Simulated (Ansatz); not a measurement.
# HfTiH6: the cost of one run

Method: DFT PBE, scalar-relativistic, plane waves, PAW, in Ansatz 0.2.0.

## Step 1: Starting point

Symmetry: R-3m, No. 166, trigonal system. Conventional cell: a = 6.128 Å, b = 6.128 Å, c = 6.031 Å, α = 90.00°, β = 90.00°, γ = 120.00°. Hf (site symmetry -3m) has 6 H at 1.51 Å in its first shell of neighbours. Around Ti (site symmetry -3m) lie 12 H at 2.34 to 2.42 Å. Around H (site symmetry m) lie 1 Hf at 1.51 Å.

Coordinates:

```xyz
8
Lattice="3.0642 1.7691 2.0103 -3.0642 1.7691 2.0103 0.0000 -3.5382 2.0103" Properties=species:S:1:pos:R:3 pbc="T T T"
Hf    0.0000    0.0000    0.0000
Ti    0.0000    0.0000    3.0154
H     0.0000   -2.3388    2.9270
H     2.0254    1.1694    2.9270
H    -2.0254    1.1694    2.9270
H    -2.0254   -1.1694    3.1039
H     0.0000    2.3388    3.1039
H     2.0254   -1.1694    3.1039
```

(A quick probe on a coarse mesh, which set the mesh and smearing, is not shown.)

## Step 3: Rough relaxation on the coarse mesh

input.yaml reads:

```yaml
crystal:
  lattice:
    - [3.0642048032, 1.769119468, 2.0102965892]
    - [-3.0642048032, 1.769119468, 2.0102965892]
    - [0.0, -3.5382389359, 2.0102965892]
  atoms:
    - { symbol: Hf, position: [0.0, 0.0, 0.0] }
    - { symbol: Ti, position: [0.5, 0.5, 0.5] }
    - { symbol: H, position: [0.265, 0.265, 0.926] }
    - { symbol: H, position: [0.926, 0.265, 0.265] }
    - { symbol: H, position: [0.265, 0.926, 0.265] }
    - { symbol: H, position: [0.074, 0.735, 0.735] }
    - { symbol: H, position: [0.735, 0.735, 0.074] }
    - { symbol: H, position: [0.735, 0.074, 0.735] }
basis:
  ecutwfc: 420
kpoints:
  mp_grid: { grid: [6, 6, 6] }
hamiltonian:
  xc: pbe
scf:
  occupations: { method: gaussian, width: 0.1 }
  lower_state_search: "off"
output:
  forces: true
  stress: true
  eigenvalues: true
relax:
  adjacent_minimum: "off"
  f_tol: 0.04
  max_steps: 70
  cell: { stress_tol: 0.4 }
```

The run is started by

```sh
$ ansatz run input.yaml --threads 1 --pin off --max-ram 2560MiB --backend cpu --events-out ev --progress --plain --runs-dir out
```

Q: Estimate wall time and peak memory on 1 thread of Arm Neoverse V2, shared host.

About 44 s, with a peak of 0.39 GiB.
